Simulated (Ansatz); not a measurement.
# InHCl₂ (singlet): the correlation ladder at a displaced geometry (v1), def2-SVP

One table from this session's results is given with a row withheld; the runs are named, their logs left out.

The runs use Ansatz 0.2.0, Gaussian basis; def2-SVP, core rule «outside noble gas», up to 19 orbitals frozen.

Plan: UHF; CCSD(T) on RHF; BCCD(T) on RHF; CISD; CCSDT(Q) on RHF.

10 further runs of the same task are left out: 1 for a known fault of the program, 5 that didn't finish, 4 set aside as unsound or not needed.

## The system

The geometry is a PBE0/def2-TZVP stationary point (not a proven minimum) with its atoms shifted at random (size 0.040 Å). No spin-orbit coupling is included. Elements past krypton take def2 core potentials.

4 atoms, charge 0, spin multiplicity 1.

Atoms are counted from 1 here; the program's logs count them from 0.

Bond lengths: In1–Cl2 2.313 Å, In1–Cl3 2.294 Å, In1–H4 1.715 Å. Angles: Cl2–In1–Cl3 111.0°, Cl2–In1–H4 122.6°, Cl3–In1–H4 126.4°.

Set-up of the first run:

Input file in.yaml:

```yaml
crystal:
  periodic: [false, false, false]
  atoms:
    - {symbol: In, position_ang: [-0.008490, -0.485958, 0.012455]}
    - {symbol: Cl, position_ang: [-0.009323, 0.788530, -1.918338]}
    - {symbol: Cl, position_ang: [0.038641, 0.847840, 1.878329]}
    - {symbol: H, position_ang: [-0.064136, -2.200039, -0.011509]}
basis:
  gaussian: {orbitals: def2-SVP}
magnetization: {spin_polarized: true, initial_magnetization: 0}
hamiltonian: {xc: hf}
output: {orbitals: {seedname: orbitals}}
```

Command:

```bash
$ ansatz run in.yaml --threads 1 --pin off --events-out ev --progress --plain --max-ram 2393MiB
```

Steps of the session up to this table: UHF; CCSD(T) on RHF; BCCD(T) on RHF; CISD; CCSDT(Q) on RHF.

One table of the session follows, with a row left open; its other results are not shown here.

It belongs to the step «Misses and costs». 

| method | from RCCSDT(Q) (meV) |
| --- | --- |
| RHF | +9706.8 |
| RMP2 | +1093.9 |
| RCCSD | +223.9 |
| RCCSD(T) | +37.9 |
| BCCD(T) | +36.5 |
| RCCSDT | ? |
| RCCSDT(Q) | 0 |

Estimate the missing values for RCCSDT.

The run gave: from RCCSDT(Q) (meV): +17.2. In the column «from RCCSDT(Q) (meV)» it lies between RCCSDT(Q) (0) and BCCD(T) (+36.5).

Not comparable, so not listed: CISD (they don't share determinant, frozen orbitals or solution with the rows shown, or repeat one).
